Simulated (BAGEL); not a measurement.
# C2H4B2O (SMILES BOBC#C): B3LYP/6-31G(d) (density fitting with qzvpp-jkfit, spherical functions)

What is the energy change on altering one bond length of C2H4B2O at B3LYP/6-31G* (density fitting with qzvpp-jkfit, spherical functions)? 

The results are computed with BAGEL 1.2.2.

4 further runs of the same task are left out: 3 that didn't finish, 1 set aside as unsound or not needed.

**1. The structure to begin with**

The species is C2H4B2O (9 atoms), meant as a singlet with charge 0. As SMILES, `BOBC#C`. The coordinates come from a GFN2-xTB relaxation. This is one conformer, not always the lowest.

Bond lengths: B1–O2 1.293 Å, O2–B3 1.302 Å, B3–C4 1.530 Å, C4–C5 1.203 Å, B1–H6 1.181 Å, B1–H7 1.181 Å, B3–H8 1.182 Å, C5–H9 1.052 Å. Angles: B1–O2–B3 179.0°, O2–B3–C4 120.7°, B3–C4–C5 179.4°, O2–B1–H6 119.6°, O2–B1–H7 119.5°, O2–B3–H8 119.8°, C4–B3–H8 119.5°, C4–C5–H9 179.6°, H6–B1–H7 120.9°.

**2. The energy at B3LYP/6-31G(d) (density fitting with qzvpp-jkfit, spherical functions)**

Contents of job.json:

```json
{ "bagel": [

{
  "title": "molecule",
  "basis": "6-31gs.json",
  "df_basis": "qzvpp-jkfit",
  "angstrom": true,
  "geometry": [
    { "atom": "B", "xyz": [    1.194710,    0.303690,   -1.678020 ] },
    { "atom": "O", "xyz": [    0.798300,   -0.098050,   -0.514210 ] },
    { "atom": "B", "xyz": [    0.380740,   -0.488800,    0.655740 ] },
    { "atom": "C", "xyz": [   -1.019350,   -0.119200,    1.148500 ] },
    { "atom": "C", "xyz": [   -2.118810,    0.164750,    1.545460 ] },
    { "atom": "H", "xyz": [    1.752170,    1.339870,   -1.777810 ] },
    { "atom": "H", "xyz": [    1.003000,   -0.375450,   -2.624850 ] },
    { "atom": "H", "xyz": [    1.088270,   -1.136960,    1.346530 ] },
    { "atom": "H", "xyz": [   -3.079030,    0.410130,    1.898670 ] }
  ]
},
{
  "title": "ks",
  "xc_func": "b3lyp"
},
{
  "title": "print",
  "file": "orbitals.molden",
  "orbitals": true
}

]}
```

The basis set 6-31G* is read from a file made from the Basis Set Exchange's data (not shown).

On the command line:

```
$ BAGEL_NUM_THREADS=1 BAGEL job.json > job.out
```

What it wrote:

```text
* using 1 threads per process

  ===============================================================
  ===============================================================

  *** Geometry ***

  { "atom" : "B", "xyz" : [      2.257675,      0.573891,     -3.170998 ] },
  { "atom" : "O", "xyz" : [      1.508568,     -0.185288,     -0.971716 ] },
  { "atom" : "B", "xyz" : [      0.719494,     -0.923698,      1.239169 ] },
  { "atom" : "C", "xyz" : [     -1.926292,     -0.225255,      2.170350 ] },
  { "atom" : "C", "xyz" : [     -4.003971,      0.311332,      2.920496 ] },
  { "atom" : "H", "xyz" : [      3.311121,      2.531987,     -3.359574 ] },
  { "atom" : "H", "xyz" : [      1.895395,     -0.709498,     -4.960248 ] },
  { "atom" : "H", "xyz" : [      2.056532,     -2.148543,      2.544573 ] },
  { "atom" : "H", "xyz" : [     -5.818523,      0.775033,      3.587966 ] },

  Number of auxiliary basis functions:      449

  Since a DF basis is specified, we compute 2- and 3-index integrals:
    o Being stored without compression. Storage requirement is 0.022 GB

  Number of basis functions:       78
  Number of electrons      :       34

    * METHOD: MOLECULE                             0.17

  *** Kohn-Sham DFT ***

    * Removing 15538 points whose weight is below 1.00e-10
    * Grid points: 118616

  === Nuclear Repulsion ===
   122.2821005030

       - DIIS with orbital gradients will be used.

  === KS iteration (b3lyp / 6-31gs.json) ===
      0       -169.36695720          0.14925472           0.26
      1       -155.93286999          0.14891705           0.25
      2       -151.74138656          0.18357987           0.25
      3       -193.66666816          0.11295766           0.25
      4       -200.80031366          0.07590311           0.25
      5       -202.54695542          0.04969791           0.25
      6       -201.08003458          0.07356092           0.25
      7       -202.03694659          0.06353115           0.25
      8       -203.53701235          0.00522916           0.25
      9       -203.53945290          0.00501016           0.25
     10       -203.54772477          0.00114425           0.25
     11       -203.54818213          0.00018583           0.25
     12       -203.54819409          0.00008010           0.25
     13       -203.54819663          0.00001121           0.25
     14       -203.54819660          0.00001592           0.25
     15       -203.54819668          0.00000179           0.25
     16       -203.54819668          0.00000037           0.25
     17       -203.54819668          0.00000024           0.25
     18       -203.54819668          0.00000006           0.25
     19       -203.54819668          0.00000003           0.25
     20       -203.54819668          0.00000001           0.25
    * SCF iteration converged.

    * Permanent dipole moment:
           (    0.279301,    -0.071737,    -0.103043) a.u.

    * METHOD: KS                                   5.76

    * METHOD: PRINT                                0.01

  ===============================================================
```

Wall time 6.3 s (1 thread of Arm Neoverse V2, shared host); peak memory 0.42 GiB.

**3. The distorted shape**

Contents of input.json:

```json
{ "bagel" : [

{
  "title" : "molecule",
  "basis" : "6-31gs.json",
  "df_basis" : "qzvpp-jkfit",
  "angstrom" : true,
  "geometry" : [
    { "atom" : "B", "xyz" : [    1.313641,    0.424220,   -2.027187 ] },
    { "atom" : "O", "xyz" : [    0.798300,   -0.098050,   -0.514210 ] },
    { "atom" : "B", "xyz" : [    0.380740,   -0.488800,    0.655740 ] },
    { "atom" : "C", "xyz" : [   -1.019350,   -0.119200,    1.148500 ] },
    { "atom" : "C", "xyz" : [   -2.118810,    0.164750,    1.545460 ] },
    { "atom" : "H", "xyz" : [    1.871101,    1.460400,   -2.126977 ] },
    { "atom" : "H", "xyz" : [    1.121931,   -0.254920,   -2.974017 ] },
    { "atom" : "H", "xyz" : [    1.088270,   -1.136960,    1.346530 ] },
    { "atom" : "H", "xyz" : [   -3.079030,    0.410130,    1.898670 ] }
  ]
},
{ "title" : "ks", "xc_func" : "b3lyp" },
{ "title" : "print", "file" : "orbitals.molden", "orbitals" : true }

]}
```

The basis set 6-31G* is read from a file made from the Basis Set Exchange's data (not shown).

On the command line:

```
$ BAGEL_NUM_THREADS=1 BAGEL input.json > input.out
```

What it wrote:

```text
* using 1 threads per process

  ===============================================================
  ===============================================================

  *** Geometry ***

  { "atom" : "B", "xyz" : [      2.482422,      0.801660,     -3.830828 ] },
  { "atom" : "O", "xyz" : [      1.508568,     -0.185288,     -0.971716 ] },
  { "atom" : "B", "xyz" : [      0.719494,     -0.923698,      1.239169 ] },
  { "atom" : "C", "xyz" : [     -1.926292,     -0.225255,      2.170350 ] },
  { "atom" : "C", "xyz" : [     -4.003971,      0.311332,      2.920496 ] },
  { "atom" : "H", "xyz" : [      3.535868,      2.759756,     -4.019404 ] },
  { "atom" : "H", "xyz" : [      2.120142,     -0.481729,     -5.620078 ] },
  { "atom" : "H", "xyz" : [      2.056532,     -2.148543,      2.544573 ] },
  { "atom" : "H", "xyz" : [     -5.818523,      0.775033,      3.587966 ] },

  Number of auxiliary basis functions:      449

  Since a DF basis is specified, we compute 2- and 3-index integrals:
    o Being stored without compression. Storage requirement is 0.022 GB

  Number of basis functions:       78
  Number of electrons      :       34

    * METHOD: MOLECULE                             0.16

  *** Kohn-Sham DFT ***

    * Removing 14919 points whose weight is below 1.00e-10
    * Grid points: 119235

  === Nuclear Repulsion ===
   116.1748381142

       - DIIS with orbital gradients will be used.

  === KS iteration (b3lyp / 6-31gs.json) ===
      0       -166.80517935          0.13118983           0.26
      1       -149.31537877          0.12254055           0.25
      2       -142.70584456          0.15938449           0.25
      3       -190.85178315          0.10704520           0.26
      4       -192.59632757          0.11268198           0.26
      5       -198.14428807          0.09379230           0.26
      6       -197.19454718          0.11113079           0.26
      7       -153.34236966          0.18166047           0.25
      8       -199.82520958          0.09060767           0.25
      9       -201.59751539          0.06029134           0.25
     10       -203.42265911          0.01217495           0.25
     11       -203.48190237          0.00581857           0.25
     12       -203.49522494          0.00109496           0.25
     13       -203.49536411          0.00104630           0.25
     14       -203.49576880          0.00019137           0.25
     15       -203.49578365          0.00002462           0.25
     16       -203.49578390          0.00000933           0.25
     17       -203.49578394          0.00000370           0.25
     18       -203.49578394          0.00000123           0.25
     19       -203.49578394          0.00000040           0.25
     20       -203.49578394          0.00000010           0.25
     21       -203.49578394          0.00000007           0.25
     22       -203.49578394          0.00000003           0.25
     23       -203.49578394          0.00000002           0.25
     24       -203.49578394          0.00000001           0.25
    * SCF iteration converged.

    * Permanent dipole moment:
           (   -0.073180,    -0.313181,     0.698615) a.u.

    * METHOD: KS                                   6.88

    * METHOD: PRINT                                0.01

  ===============================================================
```

Wall time 7.2 s (1 thread of Arm Neoverse V2, shared host); peak memory 0.42 GiB.

**4. Outcome**

At B3LYP/6-31G* (density fitting with qzvpp-jkfit, spherical functions):

```
                                                         quantity          value
                                        first shape: total energy  -203.54820 Eh
                                       first shape: dipole moment         0.78 D
                                         first shape: HOMO energy       -7.73 eV
                                         first shape: LUMO energy       -1.24 eV
                                       first shape: HOMO–LUMO gap        6.49 eV
                                    distorted shape: total energy  -203.49578 Eh
                                   distorted shape: dipole moment         1.95 D
                                     distorted shape: HOMO energy       -7.30 eV
                                     distorted shape: LUMO energy       -2.06 eV
                                   distorted shape: HOMO–LUMO gap        5.24 eV
energy change with the B1–O2 bond stretched from 1.293 to 1.681 Å       1.426 eV
```

In words: With the B1–O2 bond stretched from 1.293 to 1.681 Å the energy rises by 1.43 eV (33 kcal/mol). The first shape isn't relaxed at this level, so the change isn't measured from a minimum.
